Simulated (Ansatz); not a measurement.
# AlGeH₅: a ladder of functionals and wavefunction methods

The task here is to estimate one member of a computed series from the others.

Method: functionals in def2-TZVPP, the program's frozen cores in correlated methods; program: Ansatz 0.2.0, Gaussian basis.

The runs, in order: LDA (SPW92), PBE-D4, revPBE-D4, BLYP-D4, r2SCAN-D4, B97M-V, PBE0-D4, B3LYP-D4, r2SCANh-D4, r2SCAN0-D4, HSE06-D4, BHLYP-D4, CAM-B3LYP-D4, LC-ωPBE, ωB97X-V, ωB97M-V, B2PLYP, PBE-QIDH; CCSD(T)/def2-SVP; CCSD(T)/def2-TZVPP; MP2/def2-QZVPP; extrapolation to the limit; RPA on PBE.

## Structure used throughout

The geometry comes from an earlier relaxation with PBE0-D4 in a triple-zeta def2 set; it is a stationary point, not always the lowest conformer.

SMILES `[AlH2][GeH3]`, 7 atoms, charge 0, spin multiplicity 1.

Atoms are counted from 1 here; the program's logs count them from 0.

Bond lengths: Al1–Ge2 2.477 Å, Al1–H3 1.588 Å, Al1–H4 1.588 Å, Ge2–H5 1.541 Å, Ge2–H6 1.544 Å, Ge2–H7 1.541 Å. Angles: Ge2–Al1–H3 120.3°, Ge2–Al1–H4 120.3°, H3–Al1–H4 119.4°, Al1–Ge2–H5 113.2°, Al1–Ge2–H6 110.3°, Al1–Ge2–H7 113.1°, H5–Ge2–H6 106.3°, H5–Ge2–H7 107.2°, H6–Ge2–H7 106.3°.

The first run:

File in.yaml:

```yaml
crystal:
  periodic: [false, false, false]
  atoms:
    - {symbol: Al, position_ang: [-0.310022, -1.404222, 0.123795]}
    - {symbol: Ge, position_ang: [0.252854, 0.995624, -0.122784]}
    - {symbol: H, position_ang: [0.625164, -2.362328, 0.977121]}
    - {symbol: H, position_ang: [-1.622518, -1.993341, -0.547749]}
    - {symbol: H, position_ang: [-0.281015, 1.612459, -1.430138]}
    - {symbol: H, position_ang: [-0.371619, 1.813381, 1.028708]}
    - {symbol: H, position_ang: [1.768456, 1.270328, -0.074553]}
basis:
  gaussian: {orbitals: def2-TZVPP}
hamiltonian: {xc: lda}
output: {orbitals: {seedname: orbitals}}
```

Steps of the session up to this table: LDA; PBE-D4 (GGA); revPBE-D4 (GGA); BLYP-D4 (GGA); r2SCAN-D4 (meta-GGA); B97M-V (meta-GGA); PBE0-D4 (hybrid); B3LYP-D4 (hybrid); r2SCANh-D4 (hybrid); r2SCAN0-D4 (hybrid); HSE06-D4 (hybrid); BHLYP-D4 (hybrid); CAM-B3LYP-D4 (range-separated); LC-ωPBE-D4 (range-separated; the results give it without D4); ωB97X-V (range-separated); ωB97M-V (range-separated); B2PLYP (double hybrid); PBE-QIDH (double hybrid).

One of the session's tables, all rows but one given; the rest of the session is left out.

It belongs to the step «Orbital energies across the functionals». 

```
  functional  HOMO (eV)  LUMO (eV)  gap (eV)
 LDA (SPW92)          ?          ?         ?
      PBE-D4      -6.55      -2.84      3.71
   revPBE-D4      -6.51      -2.75      3.77
     BLYP-D4      -6.41      -2.72      3.69
   r2SCAN-D4      -6.81      -2.57      4.24
      B97M-V      -6.90      -2.80      4.11
     PBE0-D4      -7.61      -2.09      5.52
    B3LYP-D4      -7.42      -2.29      5.13
  r2SCANh-D4      -7.19      -2.32      4.88
  r2SCAN0-D4      -7.77      -1.94      5.83
    HSE06-D4      -7.22      -2.46      4.76
    BHLYP-D4      -8.56      -1.31      7.25
CAM-B3LYP-D4      -8.85      -1.14      7.71
     LC-ωPBE     -10.16      -0.06     10.09
     ωB97X-V      -9.83      -0.18      9.65
     ωB97M-V      -9.61      -0.45      9.16
```

Q: Estimate the row for LDA (SPW92) from the others.

As computed: HOMO (eV): -6.62; LUMO (eV): -3.05; gap (eV): 3.58. In the column «HOMO (eV)» it lies between r2SCAN-D4 (-6.81) and PBE-D4 (-6.55).
